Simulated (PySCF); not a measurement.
**A gas-phase reaction: H2MoO3 + Br2 → BrHMoO3 + BrH**

Aim: the reaction energy of `[O]=[MoH](=[O])[OH]` + `BrBr` → `[O]=[Mo](=[O])([OH])[Br]` + `Br`.

Programs: PySCF 2.14.0. All values are calculated, for the isolated system unless a continuum is named. Atoms count from 0, parts from 1.

## (1) The system as given

Each species was relaxed by itself at PBE0-D3(BJ)/def2-SVPD.

## (2) Energies of the species: wB97M-D3(BJ)/def2-TZVPD

Job settings and geometry (Å):

```
{"job": {"kind": "react", "xc": "wB97M-D3(BJ)", "basis": "def2-TZVPD"}, "charge": 0, "multiplicity": 1}
-1 H2MoO3 charge 0 multiplicity 1
O      0.678230     1.220280     1.227830
Mo    -0.143660     0.027730     0.392930
O      0.084190    -1.422210     1.193790
O      0.229510    -0.032420    -1.421850
H     -1.790090     0.398920     0.651200
H      0.941860    -0.192320    -2.043900

-1 Br2 charge 0 multiplicity 1
Br     1.150470     0.011110     0.001220
Br    -1.150700    -0.020470     0.003370

+1 BrHMoO3 charge 0 multiplicity 1
O      0.253070     1.623550     0.837960
Mo     0.352460     0.179340     0.007980
O      0.804080     0.570680    -1.549550
O     -1.288520    -0.684460     0.004800
Br     2.049200    -1.212230     1.013870
H     -2.170310    -0.476900    -0.315010

+1 BrH charge 0 multiplicity 1
Br     0.714860     0.015490    -0.001580
H     -0.708520    -0.016770     0.000680
```

Method: wB97M-D3(BJ)/def2-TZVPD reaction energy of separated species, gas phase.

Started as:

```sh
$ OMP_NUM_THREADS=1 python cluster_run.py task.json out
```

The driver reads the jobs from task.json and runs them one after another.

**Question.** The jobs that follow are: PBE0-D3(BJ)/def2-TZVPD reaction energy of separated species, gas phase. Predict: reaction energy (wB97M-D3(BJ)/def2-TZVPD); ΔH, ΔG at 298 K (xTB thermal terms). Thermal terms come from harmonic xTB runs on each species.

As calculated:

| quantity | value |
| --- | --- |
| reaction energy (wB97M-D3(BJ)/def2-TZVPD) | -51.98 kcal/mol |
| ΔH, ΔG at 298 K (xTB thermal terms) | -52.3, -52.1 kcal/mol |
| range of the reaction energy over the runs of this table | -54.35 to -51.98 kcal/mol |

What this shows: The reaction is exothermic by 52.3 kcal/mol in the gas phase; dispersion gives -0.48, and xTB itself gave -11.07 for the electronic energy (xTB energies and thermal terms come from the earlier relaxation of each species, not shown). No barrier was sought. xTB and this level differ widely in the electronic energy, so what comes from xTB (the thermal terms above all) is less safe here. The reaction energy runs from -54.35 (PBE0-D3(BJ)/def2-TZVPD) to -51.98 kcal/mol (wB97M-D3(BJ)/def2-TZVPD).
